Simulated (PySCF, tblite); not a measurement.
**C9H12P−: geometry, infrared bands and NMR shifts**

Aim: predict the infrared bands and NMR shifts of C9H12P− (`C=Cc1[p-]cc(C)c1CC`).

The runs use tblite 0.8.0 and PySCF 2.14.0, with density-fitted response routines of our own; the level of theory stands in each step. All values are computed, except where a source is named. Atoms are numbered from 0 throughout.

## Step 1: The molecule as given

22 atoms, charge -1, multiplicity 1; geometry from: force field or distance geometry start.

Bonds of the start (Å): C0–C1 1.35, C1–C2 1.44, C2–P3 1.88, P3–C4 1.86, C4–C5 1.35, C5–C6 1.50, C5–C7 1.51, C7–C8 1.50, C8–C9 1.52, C7–C2 1.37, C0–H10 1.08, C0–H11 1.09, C1–H12 1.08, C4–H13 1.07, C6–H14 1.10, C6–H15 1.08, C6–H16 1.10, C8–H17 1.09, C8–H18 1.10, C9–H19 1.10, C9–H20 1.09, C9–H21 1.09.

## Step 2: Geometry optimisation with GFN2-xTB

The job: settings as JSON, then the geometry in Å.

```
{"job": {"kind": "relax", "xc": "GFN2-xTB", "basis": "xTB"}, "charge": -1, "multiplicity": 1}
C      3.263300    -1.299200    -1.406900
C      2.255200    -0.477400    -1.036800
C      1.037800    -0.873500    -0.380200
P      0.482400    -2.637500    -0.035500
C     -1.128900    -2.133900     0.738400
C     -1.169100    -0.784900     0.677900
C     -2.330200    -0.014900     1.221400
C      0.014400    -0.082600     0.068000
C      0.019600     1.419500    -0.009900
C     -0.621600     1.938900    -1.292200
H      4.137800    -0.896400    -1.889100
H      3.221400    -2.373300    -1.251600
H      2.384000     0.580100    -1.217000
H     -1.861600    -2.810400     1.130000
H     -2.024700     0.630400     2.059700
H     -2.792700     0.604500     0.462900
H     -3.109600    -0.684500     1.608500
H      1.038400     1.800200     0.056800
H     -0.496600     1.863700     0.859300
H     -0.591200     3.036100    -1.305100
H     -0.076900     1.589000    -2.173100
H     -1.661500     1.625500    -1.389700
```

Started as:

```bash
OMP_NUM_THREADS=1 python probes_run.py task.json out
```

This one command runs all jobs of the session in turn.

**Question.** This job is followed by: GFN2-xTB harmonic vibrations, gas phase; GIAO PBE0/pcSseg-1 NMR shielding, non-relativistic, gas phase. What will the session give for the following? strongest single infrared mode (GFN2-xTB); zero-point energy (GFN2-xTB); 13C shifts against TMS (PBE0/pcSseg-1); 1H shifts against TMS (PBE0/pcSseg-1, means over atoms taken as alike); 31P shifts against H3PO4 (PBE0/pcSseg-1).

**Answer**, as computed:

| quantity | value |
| --- | --- |
| strongest single infrared mode (GFN2-xTB) | 3015 cm⁻¹, 178 km/mol |
| zero-point energy (GFN2-xTB) | 112.0 kcal/mol |
| 13C shifts against TMS (PBE0/pcSseg-1) | 149.1, 144.0, 139.7, 133.1, 121.3, 91.8, 24.6, 20.6, 20.0 ppm |
| 1H shifts against TMS (PBE0/pcSseg-1, means over atoms taken as alike) | 6.95, 6.76, 5.74, 3.78, 2.57, 2.23, 0.82 ppm |
| 31P shifts against H3PO4 (PBE0/pcSseg-1) | 78.9 ppm |

What this shows: Over 95 steps the energy fell by 0.739 eV; of the bonded pairs, P3–C4 changed most, 1.857 to 1.733 Å. All 60 modes are real, so the xTB geometry is a minimum. Unscaled tight-binding wavenumbers are off by several per cent, some by more. Its intensities can rank the bands wrongly. At PBE0/pcSseg-1: The largest span, 325 ppm, is at P3, where the paramagnetic term is -732 ppm. NICS(1)zz of -22 ppm above the planar ring from C2 marks a diatropic (aromatic) ring current.
